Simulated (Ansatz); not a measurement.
**C₂H₇AlN radical: up Jacob's ladder to CCSD(T)**

An exercise on one series of results from a longer session: the logs are not shown, and one member is left open.

Program: Ansatz 0.2.0, Gaussian basis. Level of theory: functionals in def2-TZVPP, the program's frozen cores in correlated methods. These are calculated values, not measurements.

Levels to be run: LDA (SPW92), PBE-D4, revPBE-D4, BLYP-D4, r2SCAN-D4, B97M-V, PBE0-D4, B3LYP-D4, r2SCANh-D4, r2SCAN0-D4, HSE06-D4, BHLYP-D4, CAM-B3LYP-D4, LC-ωPBE, ωB97X-V, ωB97M-V, B2PLYP, PBE-QIDH; CCSD(T)/def2-SVP; MP2/def2-TZVPP; MP2/def2-QZVPP; RPA on PBE.

1 further run of the same task is left out (it didn't finish). Runs told in other sessions of the task aren't counted.

## The geometry

All runs share one geometry, relaxed beforehand with PBE0-D4 in a triple-zeta def2 set.

SMILES `[CH2][Al]([CH3])[NH2]`, 11 atoms, charge 0, spin multiplicity 2.

Atoms are counted from 1 here; the program's logs count them from 0.

Bond lengths: C1–Al2 1.927 Å, C1–H5 1.089 Å, C1–H6 1.089 Å, Al2–C3 1.951 Å, Al2–N4 1.774 Å, C3–H7 1.095 Å, C3–H8 1.093 Å, C3–H9 1.094 Å, N4–H10 1.007 Å, N4–H11 1.007 Å. Angles: Al2–C1–H5 124.5°, Al2–C1–H6 124.1°, H5–C1–H6 111.4°, C1–Al2–C3 123.2°, C1–Al2–N4 117.2°, C3–Al2–N4 119.6°, Al2–C3–H7 111.1°, Al2–C3–H8 112.4°, Al2–C3–H9 111.5°, H7–C3–H8 107.3°, H7–C3–H9 106.6°, H8–C3–H9 107.7°, Al2–N4–H10 125.1°, Al2–N4–H11 125.0°, H10–N4–H11 109.9°.

Set-up of the first run:

in.yaml reads:

```yaml
crystal:
  periodic: [false, false, false]
  atoms:
    - {symbol: C, position_ang: [-1.311350, 1.496363, -0.241348]}
    - {symbol: Al, position_ang: [-0.020529, 0.067679, -0.162172]}
    - {symbol: C, position_ang: [0.463702, -0.844136, 1.493120]}
    - {symbol: N, position_ang: [0.739917, -0.421987, -1.687840]}
    - {symbol: H, position_ang: [-1.603931, 2.013034, -1.154812]}
    - {symbol: H, position_ang: [-1.841112, 1.890128, 0.625132]}
    - {symbol: H, position_ang: [-0.353222, -1.483359, 1.843899]}
    - {symbol: H, position_ang: [1.346267, -1.478479, 1.376636]}
    - {symbol: H, position_ang: [0.669935, -0.131523, 2.297426]}
    - {symbol: H, position_ang: [0.544152, -0.016733, -2.588639]}
    - {symbol: H, position_ang: [1.431473, -1.147887, -1.780901]}
basis:
  gaussian: {orbitals: def2-TZVPP}
magnetization: {spin_polarized: true, initial_magnetization: 1}
hamiltonian: {xc: lda}
output: {orbitals: {seedname: orbitals}}
```

Started as:

```console
$ ansatz run in.yaml --threads 4 --pin off --events-out ev --progress --plain --max-ram 10444MiB
```

Steps of the session up to this table: LDA; PBE-D4 (GGA); revPBE-D4 (GGA); BLYP-D4 (GGA); r2SCAN-D4 (meta-GGA); B97M-V (meta-GGA); PBE0-D4 (hybrid); B3LYP-D4 (hybrid); r2SCANh-D4 (hybrid); r2SCAN0-D4 (hybrid); HSE06-D4 (hybrid); BHLYP-D4 (hybrid); CAM-B3LYP-D4 (range-separated); LC-ωPBE (range-separated); ωB97X-V (range-separated); ωB97M-V (range-separated); B2PLYP (double hybrid); PBE-QIDH (double hybrid).

One of the session's tables, all rows but one given; the rest of the session is left out.

It belongs to the step «Frontier levels by functional». 

```
  functional  HOMO (eV)  LUMO (eV)  gap (eV)
 LDA (SPW92)      -5.33      -3.95      1.39
      PBE-D4      -5.31      -3.39      1.92
   revPBE-D4          ?          ?         ?
     BLYP-D4      -5.08      -3.39      1.69
   r2SCAN-D4      -5.73      -2.80      2.92
      B97M-V      -5.51      -3.17      2.34
     PBE0-D4      -6.65      -2.21      4.44
    B3LYP-D4      -6.31      -2.65      3.66
  r2SCANh-D4      -6.22      -2.41      3.81
  r2SCAN0-D4      -6.97      -1.84      5.13
    HSE06-D4      -6.25      -2.60      3.64
    BHLYP-D4      -7.77      -1.20      6.57
CAM-B3LYP-D4      -7.96      -1.23      6.73
     LC-ωPBE      -9.52       0.25      9.76
     ωB97X-V      -8.92      -0.26      8.66
     ωB97M-V      -8.71      -0.44      8.27
```

Q: Estimate the row for revPBE-D4 from the others.

The run gave: HOMO (eV): -5.27; LUMO (eV): -3.24; gap (eV): 2.02. In the column «HOMO (eV)» it lies between PBE-D4 (-5.31) and BLYP-D4 (-5.08).
